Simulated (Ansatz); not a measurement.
# SiBr+ (triplet): from Hartree-Fock to the top rungs, cc-pVDZ

An exercise on one series of results from a longer session: the logs are not shown, and one member is left open.

Program: Ansatz 0.2.0, Gaussian basis. Level of theory: cc-pVDZ, core rule «outside noble gas», up to 19 orbitals frozen. These are calculated values, not measurements.

Plan: UHF; CCSD(T) on ROHF; CCSD(T) on UHF; BCCD(T) on ROHF; CISD as a restricted active space (open shells left free, so some higher excitations enter); CCSDT(Q) on ROHF; CCSDT(Q) on UHF; CASSCF and MRCISD+Q, 10 electrons in 8 orbitals; CASSCF and NEVPT2, 10 electrons in 8 orbitals.

11 further runs of the same task are left out: 2 for a known fault of the program, 3 that didn't finish, 6 set aside as unsound or not needed. Runs told in other sessions of the task aren't counted.

### What is computed

The geometry is a PBE0/def2-TZVP stationary point (not a proven minimum). No spin-orbit coupling is included. The filled d shell of Br may be among the frozen orbitals whatever the setting's name suggests.

2 atoms, charge 1, spin multiplicity 3.

Atoms are counted from 1 here; the program's logs count them from 0.

Bond lengths: Si1–Br2 2.144 Å.

Set-up of the first run:

in.yaml reads:

```yaml
crystal:
  periodic: [false, false, false]
  atoms:
    - {symbol: Si, position_ang: [0.000000, 0.000000, 0.000000]}
    - {symbol: Br, position_ang: [0.000000, 0.000000, 2.143900]}
basis:
  gaussian: {orbitals: cc-pVDZ}
total_charge: 1
magnetization: {spin_polarized: true, initial_magnetization: 2}
hamiltonian: {xc: hf}
output: {orbitals: {seedname: orbitals}}
```

On the command line:

```sh
$ ansatz run in.yaml --threads 1 --pin off --events-out ev --progress --plain --max-ram 2393MiB
```

Among the steps run: UHF; CCSD(T) on ROHF; CCSD(T) on UHF; BCCD(T) on ROHF; CISD as a restricted active space (open shells left free, so some higher excitations enter); CCSDT(Q) on ROHF; CCSDT(Q) on UHF; CASSCF and MRCISD+Q, 10 electrons in 8 orbitals; CASSCF and NEVPT2, 10 electrons in 8 orbitals.

One of the session's tables, all rows but one given; the rest of the session is left out.

It belongs to the step «Misses and costs». 

| method | from UCCSDT(Q) (meV) |
| --- | --- |
| ROHF | +4967.1 |
| UHF | +4871.6 |
| RMP2 | +794.3 |
| UMP2 | +781.0 |
| CISD | +488.6 |
| RCCSD | +211.3 |
| UCCSD | +205.9 |
| RCCSD(T) | +42.8 |
| UCCSD(T) | +42.9 |
| BCCD(T) | +46.7 |
| RCCSDT | +15.4 |
| UCCSDT | ? |
| RCCSDT(Q) | +4.5 |
| UCCSDT(Q) | 0 |
| CASSCF valence | +3888.8 |
| NEVPT2 valence | +898.4 |
| MRCISD valence | +301.8 |
| MRCISD+Q valence | +47.2 |

**Question.** Estimate the row for UCCSDT.

The run gave: from UCCSDT(Q) (meV): +14.4. In the column «from UCCSDT(Q) (meV)» it lies between RCCSDT(Q) (+4.5) and RCCSDT (+15.4).

Limits of these values: Restricted and unrestricted rows rest on different reference determinants; a gap between their highest levels can come from leftover correlation error, from unlike frozen cores or from another state.
